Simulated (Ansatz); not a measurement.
# Cl₃HOZr: small, medium and large basis sets

An exercise on one series of results from a longer session: the logs are not shown, and one member is left open.

Computed with Ansatz 0.2.0, Gaussian basis. Level: one geometry, several basis sets.

The runs, in order: PBE0-D4/def2-SVP; ωB97M-V/def2-SVP; PBE0-D4/def2-QZVPP; ωB97M-V/def2-QZVPP; the functionals' def2-TZVPP values are taken from earlier runs.

1 further run of the same task is left out (for a known fault of the program). Runs told in other sessions of the task aren't counted.

### The relaxed structure

An earlier PBE0-D4 in a triple-zeta def2 set relaxation fixed the geometry. Zr takes the def2 core potential; no spin-orbit term is included.

6 atoms, charge 0, spin multiplicity 1.

Atoms are counted from 1 here; the program's logs count them from 0.

Bond lengths: O1–Zr2 1.878 Å, O1–H6 0.954 Å, Zr2–Cl3 2.336 Å, Zr2–Cl4 2.336 Å, Zr2–Cl5 2.336 Å. Angles: Zr2–O1–H6 179.3°, O1–Zr2–Cl3 109.2°, O1–Zr2–Cl4 109.2°, O1–Zr2–Cl5 109.2°, Cl3–Zr2–Cl4 109.8°, Cl3–Zr2–Cl5 109.8°, Cl4–Zr2–Cl5 109.8°.

Set-up of the first run:

in.yaml

```yaml
crystal:
  periodic: [false, false, false]
  atoms:
    - {symbol: O, position_ang: [-0.512580, 0.298608, 1.339557]}
    - {symbol: Zr, position_ang: [0.148133, -0.092340, -0.374834]}
    - {symbol: Cl, position_ang: [2.028539, -1.464189, -0.177495]}
    - {symbol: Cl, position_ang: [-1.507032, -1.193056, -1.601970]}
    - {symbol: Cl, position_ang: [0.732194, 1.900645, -1.444522]}
    - {symbol: H, position_ang: [-0.847154, 0.486431, 2.213162]}
basis:
  gaussian: {orbitals: def2-SVP}
hamiltonian: {xc: pbe0, dispersion: d4}
output: {orbitals: {seedname: orbitals}}
```

Command:

```console
> ansatz run in.yaml --threads 4 --pin off --events-out ev --progress --plain --max-ram 10444MiB
```

Among the steps run: PBE0-D4 in def2-SVP; ωB97M-V in def2-SVP; PBE0-D4 in def2-QZVPP; ωB97M-V in def2-QZVPP.

One table of the session follows, with a row left open; its other results are not shown here.

It belongs to the step «Functionals by basis». 

| functional | basis | HOMO (eV) | LUMO (eV) |
| --- | --- | --- | --- |
| PBE0-D4 | def2-SVP | -9.24 | -1.83 |
| PBE0-D4 | def2-TZVPP | ? | ? |
| PBE0-D4 | def2-QZVPP | -9.32 | -1.97 |
| ωB97M-V | def2-SVP | -11.38 | 0.34 |
| ωB97M-V | def2-TZVPP | -11.50 | 0.16 |
| ωB97M-V | def2-QZVPP | -11.53 | 0.11 |

**Question.** Estimate the row for PBE0-D4, def2-TZVPP.

As computed: HOMO (eV): -9.30; LUMO (eV): -1.94. In the column «HOMO (eV)» it lies between PBE0-D4, def2-QZVPP (-9.32) and PBE0-D4, def2-SVP (-9.24).
